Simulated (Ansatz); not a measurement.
# CH4AlNOSe: rotation by 120° about the O1–C2 bond, part 2 of 2

Aim: the minimum-energy path and barrier of the rotation by 120° about the O1–C2 bond. The ends are relaxed first, then joined by a nudged elastic band. SMILES of the start: O[C]1([SeH])[NH][AlH]1.

Ansatz 0.2.0; RKS PBE/def2-mTZVP. Earlier steps stand in the parts before.

### 6 Frequencies at the highest image

The geometry is the highest inner image of the first converged band.

File input.yaml:

```yaml
crystal:
  periodic: [false, false, false]
  atoms:
    - { symbol: O, position_ang: [-0.227136, 0.8878, 1.384391] }
    - { symbol: C, position_ang: [0.114157, 0.091284, 0.280168] }
    - { symbol: Se, position_ang: [0.888186, -1.66924, 0.92371] }
    - { symbol: "N", position_ang: [-0.915781, -0.132559, -0.721904] }
    - { symbol: Al, position_ang: [0.480568, 0.582945, -1.580504] }
    - { symbol: H, position_ang: [-1.17969, 1.096192, 1.286487] }
    - { symbol: H, position_ang: [1.708187, -1.0687, 2.014099] }
    - { symbol: H, position_ang: [-1.681244, -0.792285, -0.536883] }
    - { symbol: H, position_ang: [0.901253, 0.958261, -3.066565] }
basis:
  gaussian: { orbitals: def2-mTZVP }
hamiltonian:
  xc: pbe
phonons: {}
```

The run is started by

```console
> ansatz run input.yaml --threads 2 --pin off --max-ram 3072MiB --backend cpu --events-out ev --progress --plain --runs-dir out
```

What it wrote (excerpt; [...] marks lines left out):

```text
Warning: RAYON_NUM_THREADS=2 ignored (pool sized by the plan → 2); use --threads N
[...]
Functional definition: PBE
[...]
1251 factors; their error is unknown
[...]
mean field -76567.04594490 eV, -2813.7870394673 hartree, gradient 4.6e-5 eV, S^2 0.000000; 0 other end points of the search recorded, 0 dependent functions left out
[...]
reference -76567.04598918 eV, -2813.7870410946 hartree; 36, 36 occupied and 96, 96 virtual orbitals, 1251 factors
[...]
1251 factors; their error is unknown
mean field -76567.04579573 eV, -2813.7870339854 hartree, gradient 2.2e-6 eV, S^2 0.000000; 0 other end points of the search recorded, 0 dependent functions left out
[...]
reference -76567.04584001 eV, -2813.7870356128 hartree; 36, 36 occupied and 96, 96 virtual orbitals, 1251 factors
[...]
1251 factors; their error is unknown
[...]
mean field -76567.04578088 eV, -2813.7870334398 hartree, gradient 2.2e-6 eV, S^2 0.000000; 0 other end points of the search recorded, 0 dependent functions left out
[...]
WARN: phonons: modes at or below zero, which the zero-point energy, F, S and C_V leave out: 1, the lowest at -247.00 cm⁻¹. A minimum has none, and a first-order saddle one
[...]
Total energy: -76567.04598918 eV, -2813.7870410946 hartree
Atom 0 at    -0.227136     0.887800     1.384391 Å, force     0.002662     0.015458     0.005797 eV/Å
Atom 1 at     0.114157     0.091284     0.280168 Å, force    -0.002109    -0.014531     0.000336 eV/Å
Atom 2 at     0.888186    -1.669240     0.923710 Å, force     0.001326    -0.001437    -0.002846 eV/Å
Atom 3 at    -0.915781    -0.132559    -0.721904 Å, force     0.015733     0.001607    -0.012735 eV/Å
Atom 4 at     0.480568     0.582945    -1.580504 Å, force    -0.014359    -0.003726     0.008227 eV/Å
Atom 5 at    -1.179690     1.096192     1.286487 Å, force     0.002616    -0.005624    -0.005489 eV/Å
Atom 6 at     1.708187    -1.068700     2.014099 Å, force    -0.002372     0.001994     0.001870 eV/Å
Atom 7 at    -1.681244    -0.792285    -0.536883 Å, force    -0.002916     0.003606     0.003195 eV/Å
Atom 8 at     0.901253     0.958261    -3.066565 Å, force    -0.000580     0.002652     0.001645 eV/Å
Dipole moment:    -0.177832     0.250538    -0.388687 e Å
Vibrations: -247.00 71.80 184.56 247.51 287.15 329.54 365.41 428.63 509.58 520.60 666.21 692.14 710.40 913.55 1091.43 1133.59 1278.79 1904.66 2294.71 3361.23 3618.53 cm⁻¹, zero-point energy 1.277658 eV
```

It took 99 s on 2 threads of Arm Neoverse V1, shared host; peak memory 0.18 GiB.

Of 21 modes, 1 is imaginary by more than 30 cm⁻¹ (247i cm⁻¹).

### 7 The band again, with other settings

crystal.atoms is end A as relaxed above, and neb.final_atoms is end B, turned to lie on A. With 7 inner images the band has 9 in all.

File input.yaml:

```yaml
crystal:
  periodic: [false, false, false]
  atoms:
    - { symbol: O, position_ang: [-0.305193, 1.071594, 1.137758] }
    - { symbol: C, position_ang: [0.06634, 0.120786, 0.177203] }
    - { symbol: Se, position_ang: [0.759919, -1.557459, 1.073279] }
    - { symbol: "N", position_ang: [-0.905888, -0.232996, -0.862267] }
    - { symbol: Al, position_ang: [0.453994, 0.536305, -1.683677] }
    - { symbol: H, position_ang: [-0.832305, 0.613529, 1.831394] }
    - { symbol: H, position_ang: [1.626137, -0.839717, 2.05391] }
    - { symbol: H, position_ang: [-1.771805, -0.733554, -0.637285] }
    - { symbol: H, position_ang: [0.9973, 0.975212, -3.107316] }
basis:
  gaussian: { orbitals: def2-mTZVP }
hamiltonian:
  xc: pbe
neb:
  order_check: false
  images: 7
  f_tol: 0.05
  max_iterations: 60
  initial_path: linear
  final_atoms:
    - { symbol: O, position_ang: [-0.35808534, 0.6981793, 1.43841435] }
    - { symbol: C, position_ang: [0.08168974, 0.00890865, 0.2937528] }
    - { symbol: Se, position_ang: [0.93538769, -1.6847397, 0.94879713] }
    - { symbol: "N", position_ang: [-0.89492038, -0.24160644, -0.7521872] }
    - { symbol: Al, position_ang: [0.466845, 0.58315781, -1.55771307] }
    - { symbol: H, position_ang: [-0.93973709, 1.41866632, 1.11558396] }
    - { symbol: H, position_ang: [1.65107197, -1.04867105, 2.09139628] }
    - { symbol: H, position_ang: [-1.6909476, -0.86599308, -0.57064941] }
    - { symbol: H, position_ang: [0.837195, 1.08579818, -3.02439585] }
```

The run is started by

```console
> ansatz run input.yaml --threads 2 --pin off --max-ram 3072MiB --backend cpu --events-out ev --progress --plain --runs-dir out
```

What it wrote (excerpt; [...] marks lines left out):

```text
Warning: RAYON_NUM_THREADS=2 ignored (pool sized by the plan → 2); use --threads N
[...]
[... 1 set-up line as earlier in the session ...]
[...]
1251 factors; their error is unknown
[...]
mean field -76567.15616777 eV, -2813.7910900832 hartree, gradient 6.2e-5 eV, S^2 0.000000; 0 other end points of the search recorded, 0 dependent functions left out
[...]
reference -76567.15621288 eV, -2813.7910917408 hartree; 36, 36 occupied and 96, 96 virtual orbitals, 1251 factors
1251 factors; their error is unknown
[...]
mean field -76567.06675916 eV, -2813.7878043774 hartree, gradient 5.4e-5 eV, S^2 0.000000; 0 other end points of the search recorded, 0 dependent functions left out
[...]
reference -76567.06680359 eV, -2813.7878060099 hartree; 36, 36 occupied and 96, 96 virtual orbitals, 1251 factors
NEB end point (image 0): max|allowed force component| = 1.122e-2 eV/Å (the criterion of neb.relax_end_points is 1.000e-2)
[...]
Total energy: -76567.04571486 eV, -2813.7870310137 hartree
Atom 0 at    -0.174531     0.908653     1.345215 Å, force    -0.034491     0.024514     0.002650 eV/Å
Atom 1 at     0.150388     0.078911     0.256978 Å, force     0.003056     0.007086    -0.021988 eV/Å
Atom 2 at     0.962887    -1.640331     0.944907 Å, force     0.000488    -0.011654     0.002868 eV/Å
Atom 3 at    -0.900296    -0.192571    -0.709813 Å, force    -0.007717     0.017081     0.037733 eV/Å
Atom 4 at     0.424714     0.577747    -1.624368 Å, force    -0.002384    -0.003698     0.008640 eV/Å
Atom 5 at    -1.137381     1.083712     1.281545 Å, force     0.036184    -0.021347    -0.008293 eV/Å
Atom 6 at     1.682285    -1.006747     2.085996 Å, force     0.002958     0.001089    -0.003638 eV/Å
Atom 7 at    -1.666566    -0.832696    -0.467964 Å, force    -0.002135    -0.010442    -0.019274 eV/Å
Atom 8 at     0.746999     0.977023    -3.129497 Å, force     0.004040    -0.002627     0.001302 eV/Å
Dipole moment:    -0.216267     0.246081    -0.374408 e Å
this run last wrote the band of iteration 14 to <dir>
```

It took 5.5 min on 2 threads of Arm Neoverse V1, shared host; peak memory 0.18 GiB.

### 8 Images and barrier

The 7 inner images lie between the fixed ends 0 and 8. Energy is taken from image 0, and the path length is the program's own coordinate along the band.

| image | path (Å) | energy (eV) | dihedral H6–O1–C2–Se3 (°) | band force (eV/Å) |
| --- | --- | --- | --- | --- |
| 0 | 0.000 | 0.0000 | -46 | - |
| 1 | 0.207 | 0.0087 | -58 | 0.006 |
| 2 | 0.414 | 0.0333 | -72 | 0.009 |
| 3 | 0.621 | 0.0669 | -87 | 0.035 |
| 4 | 0.828 | 0.0971 | -104 | 0.022 |
| 5* | 1.035 | 0.1105 | -122 | 0.039 |
| 6 | 1.224 | 0.1047 | -138 | 0.016 |
| 7 | 1.412 | 0.0940 | -154 | 0.010 |
| 8 | 1.601 | 0.0894 | -168 | - |

The star marks the climbing image.

image, energy (eV) and a bar:
```
        0      0.000 
        1      0.009 ##
        2      0.033 #########
        3      0.067 ##################
        4      0.097 ##########################
        5      0.110 ##############################
        6      0.105 ############################
        7      0.094 ##########################
        8      0.089 ########################
```

### 9 What came out

The summary covers parts 1 to 2.

```
                                quantity                                                      value
                                   end A                                   14 moves, 1.093 eV lower
                                   end B                                   16 moves, 1.386 eV lower
            first band: barrier forwards                                                   0.110 eV
           first band: barrier backwards                                                   0.021 eV
first band: second end relative to first                                                  +0.089 eV
               first band: highest image                                      4 of 0 to 8, climbing
             first band: band iterations                                                         22
              imaginary modes at the top                                                  247i cm⁻¹
                             second band  top 0.110 eV above image 0, 14 iterations, 7 inner images
             time, first and second band                                        8.3 min and 5.5 min
```

What this shows: In the first band: the top lies 0.11 eV above the first end, or 4 kT at room temperature, which at an assumed attempt frequency of 10^13 s⁻¹ means a rate near 10^11 s⁻¹. The second end lies 0.089 eV above the first, so the way back costs 0.021 eV. The listed dihedral goes from -46° at end A through -123° at the highest image to -168° at end B. One imaginary mode, as a first-order saddle point has. The second band's top agrees with the first's to 1 meV, so the changed settings hardly move the height. These are electronic energies, with no zero-point or thermal terms.
